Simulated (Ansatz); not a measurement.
**[NbOF4]-: the relaxed shape and its frontier levels**

Aim: characterise [NbOF4]- as a singlet: its structure, frontier levels and distribution of charge.

The runs use Ansatz 0.2.0, Gaussian basis; RKS PBE0-D4/def2-TZVPD.

Plan: relaxation at r2SCAN-D4/def2-SVPD; a search for the lowest solution at PBE0-D4/def2-SVP; a single point at PBE0-D4/def2-TZVPD.

2 further runs of the same task are left out: 2 set aside as unsound or not needed.

## Step 1: The system as given

6 atoms, charge -1, spin multiplicity 1.

Atoms are counted from 1 here; the program's logs count them from 0.

Bond lengths: Nb1–O2 1.705 Å, Nb1–F3 1.888 Å, Nb1–F4 1.888 Å, Nb1–F5 1.888 Å, Nb1–F6 1.888 Å. Angles: O2–Nb1–F3 106.2°, O2–Nb1–F4 106.3°, O2–Nb1–F5 106.3°, O2–Nb1–F6 106.3°, F3–Nb1–F4 85.4°, F3–Nb1–F5 147.5°, F3–Nb1–F6 85.5°, F4–Nb1–F5 85.7°, F4–Nb1–F6 147.5°, F5–Nb1–F6 85.5°.

Formally the metal is d0. Nb takes a core potential in the def2 sets. No spin-orbit coupling is included. The ion is computed in the gas phase, without counter-ions or solvent.

The start is a GFN2-xTB geometry.

## Step 2: Relaxation at r2SCAN-D4/def2-SVPD

in.yaml reads:

```yaml
crystal:
  periodic: [false, false, false]
  atoms:
    - {symbol: Nb, position_ang: [-0.001020, -0.000130, 0.068210]}
    - {symbol: O, position_ang: [0.002940, -0.006460, 1.773510]}
    - {symbol: F, position_ang: [1.810340, 0.014240, -0.463070]}
    - {symbol: F, position_ang: [-0.009040, 1.814110, -0.453610]}
    - {symbol: F, position_ang: [-1.813980, -0.011430, -0.457710]}
    - {symbol: F, position_ang: [0.010740, -1.810320, -0.467330]}
basis:
  gaussian: {orbitals: def2-SVPD}
total_charge: -1
hamiltonian: {xc: r2scan, dispersion: d4}
scf: {lower_state_search: "off"}
output: {orbitals: {seedname: orbitals}}
relax: {f_tol: 0.02, max_steps: 100}
```

On the command line:

```sh
ansatz run in.yaml --threads 4 --pin off --events-out ev --progress --plain --max-ram 3916MiB
```

The runs that follow: Searching for the lowest solution, PBE0-D4/def2-SVP; Single point, PBE0-D4/def2-TZVPD.

**Question.** What will the summary of the whole plan be? Wanted: point group; near neighbours of the metal; HOMO, LUMO at PBE0-D4/def2-TZVPD; charge on the metal.

As calculated:

| quantity | value |
| --- | --- |
| point group | C4v |
| near neighbours of the metal | O 1.72, F 1.94, F 1.94, F 1.94, F 1.94 Å |
| HOMO, LUMO at PBE0-D4/def2-TZVPD | -4.88, 2.81 eV |
| charge on the metal (Mulliken, PBE0-D4/def2-TZVPD) | +2.61 e |

What this shows: The molecule keeps its bonding pattern by the stored test; the atoms moved 0.04 Å (rms). The metal has 5 near neighbours by the distance rule, from 1.72 to 1.94 Å. The Mulliken charge of the metal, +2.61 e, depends on the basis and isn't its oxidation state. No usable vibrations, so a minimum isn't proven. Whether this spin is the lowest isn't tested here.
